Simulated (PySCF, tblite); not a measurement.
# P22H14O14: electronic excitations, NMR shifts, part 1 of 2

Aim: compute the electronic excitations, NMR shifts of P22H14O14.

Programs: tblite 0.8.0 and PySCF 2.14.0, with routines of our own; each step states its level. All values are computed. Atoms count from 0.

## (1) The starting structure

50 atoms, charge 0, multiplicity 1; geometry from: force field, distance geometry or constructed start.

## (2) Relaxing the molecule with GFN2-xTB

The job: settings as JSON, then the geometry in Å.

```
{"job": {"kind": "relax", "xc": "GFN2-xTB", "basis": "xTB"}, "charge": 0, "multiplicity": 1}
P      2.789300    -1.090000    -1.858900
P     -0.532800    -1.085600    -1.864200
P      1.132600    -1.090500    -0.373700
P     -0.530300    -1.083800    -6.239500
P      1.126400    -1.089400    -4.747300
P     -2.189900    -1.088700    -0.377300
P     -2.186500    -1.086500    -4.754000
P      2.787800    -1.085500     2.520200
P     -0.526900    -1.090300     2.518300
P      1.124600    -1.089000     4.002900
P     -2.188700    -1.089400     3.999200
P      2.781900     1.039800    -2.562700
P      1.124000     1.042500    -4.040300
P     -0.527400     1.041200    -2.565400
P     -2.188800     1.046900    -4.045100
P      2.782500     1.042400     1.819600
P      1.127800     1.043700     4.707600
P     -0.530700     1.038400     6.188300
P      1.126800     1.043600     0.333200
P     -0.526800     1.042700     1.816000
P     -2.188900     1.045600     4.708200
P     -2.187500     1.043300     0.330500
O      4.077100    -1.083600    -0.697100
H      4.774300    -1.650200    -1.120900
O     -0.529100     0.556600    -6.776200
H     -0.350300     0.493000    -7.745500
O      2.417400    -1.085900    -5.904900
H      2.865400    -1.960500    -5.773000
O     -3.475200    -1.087800    -1.530200
H     -4.076800    -1.814200    -1.224000
O     -3.472200    -1.087600    -5.905300
H     -4.079800    -1.813300    -5.603200
O      4.072700    -1.088100     3.670400
H      4.525100    -1.962400     3.546000
O     -3.474600    -1.086400     2.844500
H     -4.263700    -1.402200     3.353900
O      4.072900     1.041900    -3.720300
H      4.631300     1.824000    -3.468700
O     -3.474700     1.037900    -2.891800
H     -3.876400     1.950200    -2.960700
O      4.073600     1.039500     0.663600
H      4.636300     1.815900     0.913600
O      2.421600     1.042800     5.856700
H      2.666200     1.995400     5.954600
O     -0.533300    -0.598800     6.735600
H     -0.533900    -0.533100     7.717900
O     -3.473400     1.041900     5.859700
H     -3.871900     1.949400     5.792400
O     -3.474200     1.042200     1.484500
H     -3.869700     1.947500     1.416100
```

The run is started by

```bash
$ OMP_NUM_THREADS=4 python large_run.py task.json out
```

One launch serves the whole session: the jobs run in the order shown.

Output:

```text
step      E/eV     max force
  0   -3269.63867    2.394
  1   -3270.64754    1.362
  2   -3271.01614    0.685
  3   -3271.10782    0.659
  4   -3271.54908    0.585
  5   -3271.62007    0.459
  6   -3271.72296    0.430
  7   -3271.76925    0.398
  8   -3271.84243    0.342
  9   -3271.91232    0.463
 10   -3271.99511    0.528
 11   -3272.05879    0.455
 12   -3272.11346    0.325
 13   -3272.14544    0.316
 14   -3272.17306    0.352
 15   -3272.20101    0.350
 16   -3272.22323    0.247
 17   -3272.24314    0.246
 18   -3272.25822    0.179
 19   -3272.26737    0.146
 20   -3272.27391    0.137
 21   -3272.28139    0.156
 22   -3272.29262    0.198
 23   -3272.30545    0.199
 24   -3272.31496    0.151
 25   -3272.32172    0.155
 26   -3272.32951    0.180
 27   -3272.34029    0.226
 28   -3272.35413    0.225
 29   -3272.36888    0.200
 30   -3272.38239    0.219
 31   -3272.39450    0.183
 32   -3272.40623    0.285
 33   -3272.42645    0.245
 34   -3272.45193    0.293
 35   -3272.47115    0.480
 36   -3272.48722    0.305
 37   -3272.50040    0.209
 38   -3272.50949    0.149
 39   -3272.52039    0.165
 40   -3272.53418    0.207
 41   -3272.54969    0.187
 42   -3272.56113    0.136
 43   -3272.56899    0.156
 44   -3272.57710    0.191
 45   -3272.58792    0.251
 46   -3272.59952    0.363
 47   -3272.61596    0.190
 48   -3272.63342    0.213
 49   -3272.64142    0.188
 50   -3272.65335    0.210
 51   -3272.66487    0.222
 52   -3272.67650    0.253
 53   -3272.69024    0.270
 54   -3272.69585    0.312
 55   -3272.70110    0.109
 56   -3272.70369    0.101
 57   -3272.71026    0.109
 58   -3272.71389    0.127
 59   -3272.71772    0.102
 60   -3272.72050    0.083
 61   -3272.72299    0.079
 62   -3272.72505    0.088
 63   -3272.72751    0.112
 64   -3272.73041    0.103
 65   -3272.73319    0.069
 66   -3272.73516    0.061
 67   -3272.73658    0.063
 68   -3272.73817    0.083
 69   -3272.74046    0.088
 70   -3272.74368    0.107
 71   -3272.74680    0.092
 72   -3272.74870    0.064
 73   -3272.75001    0.062
 74   -3272.75149    0.060
 75   -3272.75305    0.061
 76   -3272.75437    0.064
 77   -3272.75525    0.044
 78   -3272.75585    0.036
 79   -3272.75636    0.033
 80   -3272.75692    0.040
 81   -3272.75756    0.043
 82   -3272.75817    0.040
 83   -3272.75861    0.042
 84   -3272.75890    0.026
 85   -3272.75916    0.025
 86   -3272.75956    0.037
 87   -3272.76010    0.049
 88   -3272.76070    0.050
 89   -3272.76121    0.038
 90   -3272.76162    0.041
 91   -3272.76202    0.040
 92   -3272.76250    0.044
 93   -3272.76302    0.053
 94   -3272.76348    0.046
 95   -3272.76383    0.029
 96   -3272.76407    0.023
 97   -3272.76429    0.032
 98   -3272.76453    0.040
 99   -3272.76482    0.036
100   -3272.76513    0.029
101   -3272.76539    0.023
102   -3272.76556    0.019
```

Run time: 11 s. Hardware: 4 threads of Arm Neoverse V1, shared host; peak memory 0.17 GiB.

Step by step:

```
step  energy from step 0 (eV)  largest force (eV/Å)
   0                   0.0000                2.3945
   1                  -1.0089                1.3617
   2                  -1.3775                0.6850
   3                  -1.4692                0.6579
   4                  -1.9104                0.5859
   5                  -1.9814                0.4587
   6                  -2.0843                0.4303
   7                  -2.1306                0.3981
   8                  -2.2038                0.3424
  16                  -2.5846                0.2470
  24                  -2.6763                0.1512
  32                  -2.7676                0.2851
  40                  -2.8955                0.2069
  48                  -2.9948                0.2131
  57                  -3.0716                0.1092
  65                  -3.0945                0.0693
  73                  -3.1113                0.0619
  81                  -3.1189                0.0431
  89                  -3.1225                0.0381
  98                  -3.1259                0.0400
  99                  -3.1262                0.0365
 100                  -3.1265                0.0283
 101                  -3.1267                0.0235
 102                  -3.1269                0.0194
```

Distances of close pairs at the start and the end, largest changes first:

| bond | before (Å) | after (Å) | change (Å) |
| --- | --- | --- | --- |
| P4–O26 | 1.734 | 1.635 | -0.099 |
| P16–O42 | 1.730 | 1.635 | -0.095 |
| P5–O28 | 1.727 | 1.636 | -0.090 |
| P10–O34 | 1.728 | 1.638 | -0.090 |
| P15–O40 | 1.733 | 1.643 | -0.090 |
| P0–O22 | 1.734 | 1.646 | -0.088 |
| P6–O30 | 1.726 | 1.641 | -0.085 |
| P21–O48 | 1.728 | 1.648 | -0.081 |

The end geometry stands in the next job.

## (3) Electronic excitations: TDDFT PBE/def2-SVP

The job: settings as JSON, then the geometry in Å.

```
{"job": {"kind": "uv", "basis": "def2-SVP", "grid": 1, "kgrid": 0, "vcut": null, "nstates": 6, "ntriplets": 2, "tda": false, "delta": ["ip_vertical"], "pop": true, "xc": "PBE"}, "charge": 0, "multiplicity": 1}
P      2.645414    -1.273114    -1.729626
P     -0.558970    -1.151349    -1.733756
P      1.046086    -1.100609    -0.253501
P     -0.527322    -1.117812    -5.893521
P      1.033463    -1.216136    -4.325980
P     -2.165415    -1.110856    -0.246080
P     -2.116897    -1.066932    -4.374640
P      2.746245    -0.854024     2.300342
P     -0.488265    -1.088595     2.308027
P      1.110521    -0.986511     3.784286
P     -2.025785    -1.189634     3.855088
P      2.753280     0.849525    -2.328173
P      1.127098     0.947711    -3.824649
P     -0.494054     0.987568    -2.373155
P     -1.986377     1.102065    -3.982197
P      2.603671     1.270724     1.716199
P      0.967446     1.174191     4.278369
P     -0.626537     1.039094     5.813203
P      1.028136     1.080987     0.214019
P     -0.590760     1.052335     1.678505
P     -2.233172     0.971145     4.291237
P     -2.181156     1.061365     0.154358
O      3.829484    -1.293351    -0.586535
H      4.704594    -1.267318    -0.982414
O     -0.489965     0.487346    -6.290372
H     -0.131532     0.626511    -7.171320
O      2.265530    -1.268061    -5.400074
H      3.116744    -1.320504    -4.951622
O     -3.355133    -1.209656    -1.364963
H     -4.222004    -1.210485    -0.951062
O     -3.328347    -1.035053    -5.481275
H     -4.183462    -1.028783    -5.044024
O      4.001480    -0.517068     3.340662
H      4.409596    -1.321781     3.670333
O     -3.266824    -1.367657     2.800256
H     -4.108115    -1.433584     3.258093
O      4.013940     0.529287    -3.367143
H      4.359782     1.335919    -3.757891
O     -3.395570     1.111004    -3.124039
H     -3.639364     1.996416    -2.843571
O      3.802130     1.323912     0.593188
H      4.671288     1.299156     1.001535
O      2.163118     1.242948     5.391482
H      3.025344     1.304855     4.966974
O     -0.587029    -0.562711     6.213688
H     -0.144665    -0.710248     7.054340
O     -3.528156     0.680962     5.283731
H     -3.880689     1.480013     5.683285
O     -3.522102     0.985130     1.108606
H     -3.643538     1.786624     1.625107
```

Method: TDDFT PBE/def2-SVP, vertical, gas phase, core orbitals frozen in the response.

Output:

```text
start: PBE on a coarse grid of 56366 points
cycle   1  E = -8561.2892515122  dE =  7.627e+00  |g| = 2.686e+00  |ddm| = 9.549e+00
cycle   2  E = -8543.4564066655  dE =  1.783e+01  |g| = 9.151e+00  |ddm| = 1.315e+01
cycle   3  E = -8560.0047753106  dE = -1.655e+01  |g| = 2.599e+00  |ddm| = 1.394e+01
cycle   4  E = -8560.8431765257  dE = -8.384e-01  |g| = 2.044e+00  |ddm| = 8.389e+00
cycle   5  E = -8562.2692392503  dE = -1.426e+00  |g| = 1.027e+00  |ddm| = 5.908e+00
cycle   6  E = -8562.5584331877  dE = -2.892e-01  |g| = 4.916e-01  |ddm| = 3.095e+00
cycle   7  E = -8562.6051931800  dE = -4.676e-02  |g| = 3.154e-01  |ddm| = 1.385e+00
cycle   8  E = -8562.6291701478  dE = -2.398e-02  |g| = 1.335e-01  |ddm| = 7.616e-01
cycle   9  E = -8562.6342574220  dE = -5.087e-03  |g| = 4.856e-02  |ddm| = 3.294e-01
cycle  10  E = -8562.6348941908  dE = -6.368e-04  |g| = 2.077e-02  |ddm| = 1.214e-01
cycle  11  E = -8562.6349986810  dE = -1.045e-04  |g| = 7.835e-03  |ddm| = 4.258e-02
final grid: 227445 points
cycle  12  E = -8563.9748054592  dE = -7.348e-05  |g| = 3.011e-02  |ddm| = 1.484e-01
cycle  13  E = -8563.9729835304  dE =  1.822e-03  |g| = 8.597e-02  |ddm| = 1.635e-01
cycle  14  E = -8563.9749761586  dE = -1.993e-03  |g| = 1.327e-02  |ddm| = 1.394e-01
cycle  15  E = -8563.9750309651  dE = -5.481e-05  |g| = 3.645e-03  |ddm| = 2.764e-02
cycle  16  E = -8563.9750359570  dE = -4.992e-06  |g| = 1.472e-03  |ddm| = 8.274e-03
cycle  17  E = -8563.9750375142  dE = -1.557e-06  |g| = 4.173e-04  |ddm| = 2.998e-03
cycle  18  E = -8563.9750332027  dE =  4.311e-06  |g| = 1.877e-04  |ddm| = 1.088e-03
cycle  19  E = -8563.9750307237  dE =  2.479e-06  |g| = 6.851e-05  |ddm| = 4.707e-04
converged SCF energy = -8563.9750307237
Vertical ionisation energy (delta-SCF) = 5.4181 eV   <S^2> = 0.752

Static polarisability (au): isotropic 625.490, principal 369.965 605.813 900.692

Singlet excitations
state   eV       nm        f      main configurations
  1   1.7515    707.9   0.09137   H->L 0.93
  2   1.8070    686.1   0.00699   H->L+1 0.95
  3   2.0269    611.7   0.00271   H-1->L 0.95
  4   2.1022    589.8   0.00233   H-2->L 0.97
  5   2.2019    563.1   0.00016   H-3->L 0.69, H-1->L+1 0.25
  6   2.2059    562.1   0.00027   H-1->L+1 0.69, H-3->L 0.24

Triplet excitations (Tamm-Dancoff, eV): 1.4573 1.7168
```

Run time: 1.7 min. Hardware: 4 threads of Arm Neoverse V1, shared host; peak memory 2.9 GiB.

The orbitals next to the gap, with their largest atomic shares:

```csv
orbital,eV,atoms
HOMO−4,-4.57,"P7 12 %, P11 8 %, P2 8 %"
HOMO−3,-4.53,"P5 9 %, P8 9 %, P1 8 %"
HOMO−2,-4.43,"P21 13 %, P5 8 %, P6 6 %"
HOMO−1,-4.34,"P4 10 %, P16 10 %, P0 7 %"
HOMO,-3.94,"P16 9 %, P8 8 %, P4 7 %"
LUMO,-2.39,"P2 10 %, P18 10 %, P13 9 %"
LUMO+1,-2.17,"P0 6 %, P15 5 %, P4 5 %"
LUMO+2,-1.68,"P19 9 %, P1 9 %, P21 7 %"
LUMO+3,-1.58,"P10 12 %, P8 9 %, P18 9 %"
```

With each of the 6 states as a Gaussian band of 0.4 eV half-width at 1/e, the curve within the window shown has maxima at 703 nm (ε 4,100) L/(mol cm). Beyond the last state computed it falls off for lack of states. The curve at chosen wavelengths:

```csv
nm,ε (L/mol/cm)
495,189
518,428
541,820
565,1389
588,2037
611,2701
634,3293
658,3759
681,4020
704,4098
727,4014
751,3793
774,3494
797,3148
820,2785
844,2413
867,2077
890,1771
913,1498
937,1251
960,1047
983,873
1006,727
1030,600
1053,498
1076,414
```

Leading natural transition orbitals of singlet state 1: the hole lies on P4, P16 about 9 % each; P8 7 %; the particle on 5 P atoms about 8 % each.

Ground-state properties from the same run:

```csv
property,computed
dipole moment (D),3.03
polarisability (Å³),92.69
HOMO–LUMO gap (eV),1.55
−ε(HOMO) (eV),3.94
```

The fields below are evaluated on a grid from the run's orbitals.

Frontier orbitals at PBE/def2-SVP, with the share of their density that lies nearest to each atom:

| orbital | energy (eV) | lies on |
| --- | --- | --- |
| HOMO | -3.94 | P4, P8, P16 about 8 % each; P13 7 % |
| LUMO | -2.39 | 4 P atoms about 9 % each; P1, P19 about 7 % each |

ELF in a plane through or near 21 of the atoms.

Values, 10 rows by 14 columns:
```
0.00 0.00 0.00 0.00 0.00 0.00 0.00 0.00 0.00 0.00 0.00 0.00 0.00 0.00
0.00 0.00 0.00 0.00 0.00 0.00 0.00 0.00 0.00 0.00 0.02 0.00 0.00 0.00
0.00 0.00 0.00 0.04 0.38 0.33 0.00 0.82 0.45 0.00 0.91 0.37 0.00 0.00
0.00 0.00 0.00 0.06 0.35 0.71 0.43 0.18 0.57 0.82 0.21 0.33 0.00 0.00
0.00 0.00 0.67 0.29 0.50 0.40 0.30 0.64 0.28 0.19 0.65 0.22 0.80 0.00
0.00 0.11 0.91 0.29 0.55 0.65 0.22 0.25 0.71 0.41 0.38 0.73 0.56 0.00
0.00 0.00 0.00 0.18 0.57 0.79 0.21 0.66 0.34 0.22 0.62 0.89 0.00 0.00
0.00 0.00 0.00 0.00 0.36 0.34 0.69 0.84 0.38 0.32 0.80 0.13 0.00 0.00
0.00 0.00 0.00 0.00 0.53 0.32 0.00 0.41 0.71 0.00 0.00 0.00 0.00 0.00
0.00 0.00 0.00 0.00 0.00 0.00 0.00 0.00 0.00 0.00 0.00 0.00 0.00 0.00
```
The map spans 19.5 Å across and 14.6 Å up, centred on the molecule. Atoms in the plane (x, y in Å): P0 (1.8, -2.6), P1 (1.8, 0.6), P2 (0.3, -1.0), P3 (5.9, 0.7), P4 (4.4, -0.9), P5 (0.2, 2.2), P6 (4.4, 2.2), P7 (-2.2, -2.8), P8 (-2.3, 0.4), P9 (-3.7, -1.2), P10 (-3.8, 1.9), O22 (0.7, -3.8), H23 (1.1, -4.7), O26 (5.5, -2.1), H27 (5.1, -3.0), O28 (1.3, 3.4), H29 (0.9, 4.2), O30 (5.4, 3.4), H31 (5.0, 4.3), O44 (-6.2, 0.4), H45 (-7.0, 0.0).

On the surface of density 0.002 e/bohr³ the electrostatic potential runs, from the 1st to the 99th percentile, from -1.42 V near O44 to 2.34 V near H37.

(Continued in part 2 of 2.)
